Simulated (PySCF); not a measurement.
**Mn, Mn⁺: ionisation energy in cc-pVTZ-DK**

Aim: the ionisation energy of manganese from differences of total energies, at each level of theory, and how far each lands from the tabulated value where there is one.

Program: PySCF 2.14.0. Level of theory: unrestricted determinants in a Gaussian basis, no spin-orbit coupling in the energies. These are calculated values, not measurements, unless marked.

6 further runs of the same task are left out: 6 that didn't finish.

## (1) Starting point

- Element: manganese (Z = 25)
- Basis: cc-pVTZ-DK (7s6p4d2f1g, 68 functions)
- Hamiltonian: scalar relativity by spin-free X2C-1e
- State 1: Mn: [Ar] 3d5 4s2, high-spin 6S determinant
- State 2: Mn⁺: [Ar] 3d5 4s1, high-spin 7S determinant
- Methods: UHF, M06-L, MN15, MP2
- Core shells frozen in the correlated runs: valence: [Ar] (for Mn)

The outer shells:

Mn [Ar] 3d5 4s2
```
[Ar] core
3d [↑ ][↑ ][↑ ][↑ ][↑ ]
4s [↑↓]
```

Mn+ [Ar] 3d5 4s1
```
[Ar] core
3d [↑ ][↑ ][↑ ][↑ ][↑ ]
4s [↑ ]
```

One driver process ran all states and methods and kept the integrals in memory. Each run is shown as a PySCF script that sums up its settings (the driver passes frozen orbitals as a list and adds second-order terms of double hybrids); the logs are those of the runs themselves. The driver starts from symmetry-adapted Hartree-Fock orbitals, holds the occupation by maximum overlap and uses a logarithmic radial grid for functionals, so a plain start would take other cycles.

The driver's launch:

```sh
> OMP_NUM_THREADS=1 python atomrun2.py TASK.json OUT
```

The integrals over 68 functions and the set-up took 0.79 s of CPU time.

## (2) Mn, method by method

Level: UHF.

File input.py:

```python
from pyscf import gto, scf, dft, mp, cc
import basis_set_exchange as bse
mol = gto.M(atom="Mn 0 0 0", charge=0, spin=5, symmetry="D2h",
            basis=gto.basis.parse(bse.get_basis("cc-pVTZ-DK", elements=["Mn"], fmt="nwchem", header=False)),
            nucmod="G")
mf = scf.UHF(mol).sfx2c1e()
mf.irrep_nelec = {'Ag': (6, 4), 'B1g': (1, 0), 'B2g': (1, 0), 'B3g': (1, 0), 'B1u': (2, 2), 'B2u': (2, 2), 'B3u': (2, 2)}
mf.kernel()
```

Log:

```text
damping factor = 0
level_shift factor = 0
DIIS = <class 'pyscf.scf.diis.CDIIS'>
diis_start_cycle = 1
diis_space = 10
diis_damp = 0
SCF conv_tol = 1e-09
SCF conv_tol_grad = None
number electrons alpha = 15  beta = 10
cycle= 1 E= -1157.38328300554  delta_E= -9.96e-11  |g|= 3.23e-06  |ddm|= 0.000134
converged SCF energy = -1157.38328300554  <S^2> = 8.7714842  2S+1 = 6.0071571
```

It took 0.37 s on 1 thread of Neoverse-V2, shared host, the integrals not counted.

Orbital energies by shell (radii are means over both spins):

```
shell  electrons  mean orbital energy (eV)  spread (eV)  rms radius (bohr)
 1s α          1                   -6598.2            0             0.0703
 1s β          1                   -6598.1            0             0.0703
 2s α          1                   -805.20            0              0.302
 2s β          1                   -801.67            0              0.302
 2p α          3                   -678.82            0              0.273
 2p β          3                   -675.31            0              0.273
 3s α          1                   -111.16            0              0.915
 3s β          1                   -100.06            0              0.915
 3p α          3                   -74.476            0              0.988
 3p β          3                   -61.035            0              0.988
 3d α          5                   -17.083            0               1.29
 4s α          1                    -7.552            0               3.63
 4s β          1                    -6.200            0               3.63
```

⟨S²⟩ = 8.771, ⟨L²⟩ = 0.00.

Level: M06-L.

input.py, as changed from the run before:

```diff
@@ -5,3 +5,3 @@
             nucmod="G")
-mf = scf.UHF(mol).sfx2c1e()
+mf = dft.UKS(mol, xc="M06L").sfx2c1e()
 mf.irrep_nelec = {'Ag': (6, 4), 'B1g': (1, 0), 'B2g': (1, 0), 'B3g': (1, 0), 'B1u': (2, 2), 'B2u': (2, 2), 'B3u': (2, 2)}
```

Log:

```text
damping factor = 0
level_shift factor = 0
DIIS = <class 'pyscf.scf.diis.CDIIS'>
diis_start_cycle = 1
diis_space = 10
diis_damp = 0
SCF conv_tol = 1e-09
SCF conv_tol_grad = None
number electrons alpha = 15  beta = 10
XC functionals = M06L
    Y. Zhao and D. G. Truhlar.,  J. Chem. Phys. 125, 194101 (2006)
    Y. Zhao and D. G. Truhlar.,  J. Chem. Phys. 125, 194101 (2006)
    Y. Zhao and D. G. Truhlar.,  Theor. Chem. Acc. 120, 215 (2008)
cycle= 1 E= -1158.48950904656  delta_E= -0.012  |g|= 0.0555  |ddm|= 1.06
cycle= 2 E= -1158.48893704964  delta_E= 0.000572  |g|= 0.0788  |ddm|= 0.436
cycle= 3 E= -1158.49035638409  delta_E= -0.00142  |g|= 0.00243  |ddm|= 0.17
cycle= 4 E= -1158.4903577971  delta_E= -1.41e-06  |g|= 0.00105  |ddm|= 0.0263
cycle= 5 E= -1158.49035812787  delta_E= -3.31e-07  |g|= 2.78e-05  |ddm|= 0.00141
cycle= 6 E= -1158.49035812829  delta_E= -4.16e-10  |g|= 3.34e-06  |ddm|= 0.000282
converged SCF energy = -1158.49035812829  <S^2> = 8.7596445  2S+1 = 6.003214
```

It took 2.7 s on 1 thread of Neoverse-V2, shared host, the integrals not counted.

Level: MN15.

input.py, as changed from the run before:

```diff
@@ -5,3 +5,3 @@
             nucmod="G")
-mf = dft.UKS(mol, xc="M06L").sfx2c1e()
+mf = dft.UKS(mol, xc="MN15").sfx2c1e()
 mf.irrep_nelec = {'Ag': (6, 4), 'B1g': (1, 0), 'B2g': (1, 0), 'B3g': (1, 0), 'B1u': (2, 2), 'B2u': (2, 2), 'B3u': (2, 2)}
```

Log:

```text
damping factor = 0
level_shift factor = 0
DIIS = <class 'pyscf.scf.diis.CDIIS'>
diis_start_cycle = 1
diis_space = 10
diis_damp = 0
SCF conv_tol = 1e-09
SCF conv_tol_grad = None
number electrons alpha = 15  beta = 10
XC functionals = MN15
    H. S. Yu, X. He, S. L. Li, and D. G. Truhlar.,  Chem. Sci. 7, 5032-5051 (2016)
    H. S. Yu, X. He, S. L. Li, and D. G. Truhlar.,  Chem. Sci. 7, 5032-5051 (2016)
cycle= 1 E= -1159.17351369228  delta_E= -0.0345  |g|= 0.0391  |ddm|= 4.83
cycle= 2 E= -1159.17379292986  delta_E= -0.000279  |g|= 0.033  |ddm|= 0.532
cycle= 3 E= -1159.17400112431  delta_E= -0.000208  |g|= 0.00807  |ddm|= 0.161
cycle= 4 E= -1159.17401926393  delta_E= -1.81e-05  |g|= 0.0006  |ddm|= 0.0574
cycle= 5 E= -1159.17402012939  delta_E= -8.65e-07  |g|= 0.000202  |ddm|= 0.0185
cycle= 6 E= -1159.17402017855  delta_E= -4.92e-08  |g|= 5.24e-05  |ddm|= 0.00466
cycle= 7 E= -1159.17402018122  delta_E= -2.68e-09  |g|= 6.69e-06  |ddm|= 0.00107
cycle= 8 E= -1159.17402018141  delta_E= -1.85e-10  |g|= 1.6e-06  |ddm|= 0.000296
converged SCF energy = -1159.17402018141  <S^2> = 8.7533236  2S+1 = 6.0011078
```

Time after the integrals: 3.6 s (1 thread of Neoverse-V2, shared host).

Level: MP2 (valence).

input.py, as changed from the run before:

```diff
@@ -5,4 +5,5 @@
             nucmod="G")
-mf = dft.UKS(mol, xc="MN15").sfx2c1e()
+mf = scf.UHF(mol).sfx2c1e()
 mf.irrep_nelec = {'Ag': (6, 4), 'B1g': (1, 0), 'B2g': (1, 0), 'B3g': (1, 0), 'B1u': (2, 2), 'B2u': (2, 2), 'B3u': (2, 2)}
 mf.kernel()
+mp.UMP2(mf, frozen=9).kernel()
```

No log was kept for this step.

It took 0.12 s on 1 thread of Neoverse-V2, shared host, the integrals not counted.

With 7 electrons correlated, the MP2 correlation energy is -0.12006 hartree (-0.08459 same spin, -0.03547 opposite spin); the SCS form gives -0.07077. Largest pairs of shells: 3d-3d -0.0721, 3d-4s -0.0270, 4s-4s -0.0210.

Radial density 4πr²ρ of Mn at UHF:

```
r (bohr)   density  spin density
 0.00108     0.215         0.000
 0.00182     0.545         0.000
 0.00306      1.35         0.000
 0.00515      3.23         0.000
 0.00867      7.26         0.001
  0.0146      14.6         0.001
  0.0245      24.5         0.002
  0.0413      30.1         0.002
  0.0694      25.4         0.004
   0.117      24.8         0.039
   0.196      33.3         0.279
   0.330      18.7         1.365
   0.555      12.7         3.595
   0.934      12.8         3.987
    1.57      3.41         1.763
    2.64     0.966         0.303
    4.45     0.321        -0.033
    7.48    0.0220        -0.008
    12.6  6.75e-05         0.000
```

## (3) Mn⁺, method by method

Level: UHF.

File input.py:

```python
from pyscf import gto, scf, dft, mp, cc
import basis_set_exchange as bse
mol = gto.M(atom="Mn 0 0 0", charge=1, spin=6, symmetry="D2h",
            basis=gto.basis.parse(bse.get_basis("cc-pVTZ-DK", elements=["Mn"], fmt="nwchem", header=False)),
            nucmod="G")
mf = scf.UHF(mol).sfx2c1e()
mf.irrep_nelec = {'Ag': (6, 3), 'B1g': (1, 0), 'B2g': (1, 0), 'B3g': (1, 0), 'B1u': (2, 2), 'B2u': (2, 2), 'B3u': (2, 2)}
mf.kernel()
```

Log:

```text
damping factor = 0
level_shift factor = 0
DIIS = <class 'pyscf.scf.diis.CDIIS'>
diis_start_cycle = 1
diis_space = 10
diis_damp = 0
SCF conv_tol = 1e-09
SCF conv_tol_grad = None
number electrons alpha = 15  beta = 9
cycle= 1 E= -1157.16198170944  delta_E= -1.03e-09  |g|= 1.06e-05  |ddm|= 0.000149
cycle= 2 E= -1157.16198170961  delta_E= -1.63e-10  |g|= 4.6e-06  |ddm|= 4.66e-05
converged SCF energy = -1157.16198170961  <S^2> = 12.000274  2S+1 = 7.0000782
```

Time after the integrals: 0.29 s (1 thread of Neoverse-V2, shared host).

The occupied shells:

```
shell  electrons  mean orbital energy (eV)  spread (eV)  rms radius (bohr)
 1s α          1                   -6606.3            0             0.0703
 1s β          1                   -6606.1            0             0.0703
 2s α          1                   -813.23            0              0.302
 2s β          1                   -809.57            0              0.302
 2p α          3                   -686.84            0              0.273
 2p β          3                   -683.27            0              0.273
 3s α          1                   -119.24            0              0.916
 3s β          1                   -107.79            0              0.916
 3p α          3                   -82.517            0              0.987
 3p β          3                   -68.898            0              0.987
 3d α          5                   -25.109            0               1.28
 4s α          1                   -14.978            0               3.07
```

⟨S²⟩ = 12.000, ⟨L²⟩ = 0.00.

Level: M06-L.

input.py, as changed from the run before:

```diff
@@ -5,3 +5,3 @@
             nucmod="G")
-mf = scf.UHF(mol).sfx2c1e()
+mf = dft.UKS(mol, xc="M06L").sfx2c1e()
 mf.irrep_nelec = {'Ag': (6, 3), 'B1g': (1, 0), 'B2g': (1, 0), 'B3g': (1, 0), 'B1u': (2, 2), 'B2u': (2, 2), 'B3u': (2, 2)}
```

Log:

```text
damping factor = 0
level_shift factor = 0
DIIS = <class 'pyscf.scf.diis.CDIIS'>
diis_start_cycle = 1
diis_space = 10
diis_damp = 0
SCF conv_tol = 1e-09
SCF conv_tol_grad = None
number electrons alpha = 15  beta = 9
XC functionals = M06L
    Y. Zhao and D. G. Truhlar.,  J. Chem. Phys. 125, 194101 (2006)
    Y. Zhao and D. G. Truhlar.,  J. Chem. Phys. 125, 194101 (2006)
    Y. Zhao and D. G. Truhlar.,  Theor. Chem. Acc. 120, 215 (2008)
cycle= 1 E= -1158.21051179786  delta_E= -0.00826  |g|= 0.0324  |ddm|= 0.638
cycle= 2 E= -1158.21059365319  delta_E= -8.19e-05  |g|= 0.0392  |ddm|= 0.318
cycle= 3 E= -1158.21092865251  delta_E= -0.000335  |g|= 0.00324  |ddm|= 0.105
cycle= 4 E= -1158.21093650008  delta_E= -7.85e-06  |g|= 0.000829  |ddm|= 0.0551
cycle= 5 E= -1158.21093667262  delta_E= -1.73e-07  |g|= 4.37e-05  |ddm|= 0.0038
cycle= 6 E= -1158.21093667347  delta_E= -8.41e-10  |g|= 1.42e-06  |ddm|= 0.000418
converged SCF energy = -1158.21093667347  <S^2> = 12.000818  2S+1 = 7.0002336
```

It took 2.6 s on 1 thread of Neoverse-V2, shared host, the integrals not counted.

Level: MN15.

input.py, as changed from the run before:

```diff
@@ -5,3 +5,3 @@
             nucmod="G")
-mf = dft.UKS(mol, xc="M06L").sfx2c1e()
+mf = dft.UKS(mol, xc="MN15").sfx2c1e()
 mf.irrep_nelec = {'Ag': (6, 3), 'B1g': (1, 0), 'B2g': (1, 0), 'B3g': (1, 0), 'B1u': (2, 2), 'B2u': (2, 2), 'B3u': (2, 2)}
```

Log:

```text
damping factor = 0
level_shift factor = 0
DIIS = <class 'pyscf.scf.diis.CDIIS'>
diis_start_cycle = 1
diis_space = 10
diis_damp = 0
SCF conv_tol = 1e-09
SCF conv_tol_grad = None
number electrons alpha = 15  beta = 9
XC functionals = MN15
    H. S. Yu, X. He, S. L. Li, and D. G. Truhlar.,  Chem. Sci. 7, 5032-5051 (2016)
    H. S. Yu, X. He, S. L. Li, and D. G. Truhlar.,  Chem. Sci. 7, 5032-5051 (2016)
cycle= 1 E= -1158.89955285871  delta_E= -0.0266  |g|= 0.0206  |ddm|= 3.36
cycle= 2 E= -1158.89970324116  delta_E= -0.00015  |g|= 0.0153  |ddm|= 0.288
cycle= 3 E= -1158.89975155316  delta_E= -4.83e-05  |g|= 0.00464  |ddm|= 0.0753
cycle= 4 E= -1158.89975824051  delta_E= -6.69e-06  |g|= 0.000401  |ddm|= 0.032
cycle= 5 E= -1158.89975843394  delta_E= -1.93e-07  |g|= 1.63e-05  |ddm|= 0.00385
cycle= 6 E= -1158.89975843444  delta_E= -5.02e-10  |g|= 8.26e-07  |ddm|= 0.000224
converged SCF energy = -1158.89975843444  <S^2> = 12.000634  2S+1 = 7.0001812
```

Time after the integrals: 2.8 s (1 thread of Neoverse-V2, shared host).

Level: MP2 (valence).

input.py, as changed from the run before:

```diff
@@ -5,4 +5,5 @@
             nucmod="G")
-mf = dft.UKS(mol, xc="MN15").sfx2c1e()
+mf = scf.UHF(mol).sfx2c1e()
 mf.irrep_nelec = {'Ag': (6, 3), 'B1g': (1, 0), 'B2g': (1, 0), 'B3g': (1, 0), 'B1u': (2, 2), 'B2u': (2, 2), 'B3u': (2, 2)}
 mf.kernel()
+mp.UMP2(mf, frozen=9).kernel()
```

The driver printed no log here.

It took 0.05 s on 1 thread of Neoverse-V2, shared host, the integrals not counted.

With 6 electrons correlated, the MP2 correlation energy is -0.08547 hartree (-0.08547 same spin, 0.00000 opposite spin); the SCS form gives -0.02849. Largest pairs of shells: 3d-3d -0.0715, 3d-4s -0.0140, 4s-4s 0.0000.

Radial density 4πr²ρ of Mn⁺ at UHF:

```
r (bohr)  density  spin density
 0.00108    0.215         0.000
 0.00182    0.545         0.000
 0.00306     1.35         0.001
 0.00515     3.23         0.001
 0.00867     7.26         0.003
  0.0146     14.6         0.006
  0.0245     24.5         0.009
  0.0413     30.1         0.008
  0.0694     25.4         0.004
   0.117     24.8         0.044
   0.196     33.3         0.301
   0.330     18.7         1.371
   0.555     12.7         3.661
   0.934     12.9         4.010
    1.57     3.35         1.898
    2.64    0.685         0.660
    4.45    0.108         0.108
    7.48  0.00155         0.002
```

## (4) Orbital energies side by side

Highest occupied Hartree-Fock shell of each state: Mn 4s β at -6.200 eV; Mn⁺ 4s α at -14.978 eV.

## (5) The energy differences

Ionisation energy: Mn [Ar] 3d5 4s2 (6S) → Mn⁺ [Ar] 3d5 4s1 (7S).

```
           method  value (eV)  error (eV)  CPU time, both states (s)
              UHF       6.022      -1.412                       0.66
            M06-L       7.603      +0.169                        5.3
             MN15       7.463      +0.029                        6.4
    MP2 (valence)       6.963      -0.471                       0.83
SCS-MP2 (valence)       7.172      -0.262                       0.83
```

Reference: 7.434 eV (measured; NIST levels, between the centres of gravity of the two terms). Errors of the correlated levels include the incompleteness of this basis.

Times are CPU seconds on a shared host without the integrals; correlated rows include their Hartree-Fock run, whose time holds the symmetry-adapted start and any spin-orbit constants, while functionals begin from orbitals already made.

## (6) Summary of results

```
             quantity                                               value
ionisation energy, Mn  UHF 6.022, MP2 (valence) 6.963 eV; reference 7.434
```

Accuracy against cost (mean over 1 difference):

```
           method  mean absolute miss against the measured value (with the measured fine structure taken into account where it is known) (eV)  CPU time, both states (s)
              UHF                                                                                                                       1.412                       0.66
            M06-L                                                                                                                       0.169                        5.3
             MN15                                                                                                                       0.029                        6.4
    MP2 (valence)                                                                                                                       0.471                       0.83
SCS-MP2 (valence)                                                                                                                       0.262                       0.83
```

MN15 lands nearest to the measured value (off by 0.03 eV); UHF misses by most (1.41 eV). Hartree-Fock falls short because the species with more electrons holds more correlation energy, which it lacks. All values hold for this basis alone; no basis-set limit was taken. The dearest level timed, MN15, costs 9.7 times the cheapest, UHF, and differs from the measured value (with the measured fine structure taken into account where it is known) by 0.03 against 1.41 eV.
